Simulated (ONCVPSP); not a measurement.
# Pseudopotential generation for Ge: ONCV, LDA (Perdew-Wang 92)

Task: generate the file, and judge it by its errors in other configurations, its logarithmic derivatives, its ghosts and its cutoff.

Program: ONCVPSP 4.0.1.1 (patched build). Reference atom: LDA (Perdew-Wang 92), scalar-relativistic, spherical and spin-unpolarised. All values are calculated.

## Step 1: Settings

The settings as typed:

- element: germanium (Ge, Z = 32)
- type: optimised norm-conserving Vanderbilt (ONCV)
- frozen core: [Ne] 3s2
- valence charge: 20
- reference configuration: 3p6 3d10 4s1.5 4p2.5
- partial waves: 4s: rc 1.30 bohr, ncon 3, nbas 7, qcut 4.2 1/bohr, 2 projectors, debl 1.6 Ha; 3p+4p: rc 1.05 bohr, ncon 4, nbas 7, qcut 15.2 1/bohr, 2 projectors; 3d: rc 1.20 bohr, ncon 4, nbas 8, qcut 15.2 1/bohr, 2 projectors, debl 1.2 Ha
- local potential: polynomial inside 0.95 bohr (lpopt 5, dvloc0 4 Ha)
- core correction: not asked for

An earlier all-electron run gives the scale for the radii.

All-electron outer shells of the reference configuration (LDA (PZ), scalar-relativistic, ld1.x):

| shell | level (eV) | outermost node (bohr) | outermost maximum (bohr) |
| --- | --- | --- | --- |
| 2p | -1198.94 | – | 0.14 |
| 3s | -168.64 | 0.26 | 0.54 |
| 3p | -116.28 | 0.23 | 0.54 |
| 3d | -30.43 | – | 0.50 |
| 4s | -12.45 | 0.77 | 1.73 |
| 4p | -4.40 | 0.82 | 2.16 |

## Step 2: Generation

The input, Ge.dat:

```
# ATOM AND REFERENCE CONFIGURATION
# atsym  z   nc   nv     iexc    psfile
  Ge 32.00    4    4  -001012      upf
#
#   n    l    f
    1    0    2.00
    2    0    2.00
    2    1    6.00
    3    0    2.00
    3    1    6.00
    3    2   10.00
    4    0    1.50
    4    1    2.50
#
# PSEUDOPOTENTIAL AND OPTIMIZATION
# lmax
    2
#
#   l,   rc,      ep,       ncon, nbas, qcut
    0    1.30    0.00    3    7    4.20
    1    1.05    0.00    4    7   15.20
    2    1.20    0.00    4    8   15.20
#
# LOCAL POTENTIAL
# lloc, lpopt,  rc(5),   dvloc0
    4    5    0.95    4.00
#
# VANDERBILT-KLEINMAN-BYLANDER PROJECTORs
# l, nproj, debl
    0    2    1.60
    1    2    2.60
    2    2    1.20
#
# MODEL CORE CHARGE
# icmod, fcfact, rcfact
    0    0.00    0.00
#
# LOG DERIVATIVE ANALYSIS
# epsh1, epsh2, depsh
   -6.00    5.00    0.04
#
# OUTPUT GRID
# rlmax, drl
    6.00    0.01
#
# TEST CONFIGURATIONS
# ncnf
    4
# nvcnf
#   n    l    f
    4
    3    1    6.00
    3    2   10.00
    4    0    2.00
    4    1    2.00
#
    4
    3    1    6.00
    3    2   10.00
    4    0    2.00
    4    1    1.00
#
    4
    3    1    6.00
    3    2   10.00
    4    0    2.00
    4    1    0.00
#
    4
    3    1    6.00
    3    2   10.00
    4    0    1.00
    4    1    0.00
#
```

The run is started by

```bash
$ oncvpsp.x < Ge.dat > Ge.out
```

Before running it: what results should come out? Wanted: cutoffs for 1 and 0.1 mHa per electron, occupied waves; bound ghosts; GHOST(+) flags; largest test error; largest phase difference near zero energy, channels read.

The runs gave:

| quantity | value |
| --- | --- |
| cutoffs for 1 and 0.1 mHa per electron, occupied waves | 84 Ha and 94 Ha |
| bound ghosts | s at -1061.33 eV |
| GHOST(+) flags | s at 50 eV |
| largest test error (AE − PS) | -4.5 meV, for 3p6 3d10 4s2 4p0 |
| largest phase difference near zero energy, channels read | 0.001 rad |

In words: It has a bound ghost (s), a state that the atom doesn't have, and that rules the file out. By total energies transferability is very good: the largest error is 4.5 meV on 19.4 eV, for 3p6 3d10 4s2 4p0. Atomic tests can pass in spite of a ghost, since they solve only for the levels asked. It counts as very hard, with 84 Ha needed at the looser tolerance. At the looser tolerance the 3d wave is the slowest; 3p needs 65 Ha. Near zero energy the phases of the channels with partial waves agree within 0.001 rad. The program also flags highly localised states, GHOST(+) (s). These are tests on the free atom; a crystal test is still owed.
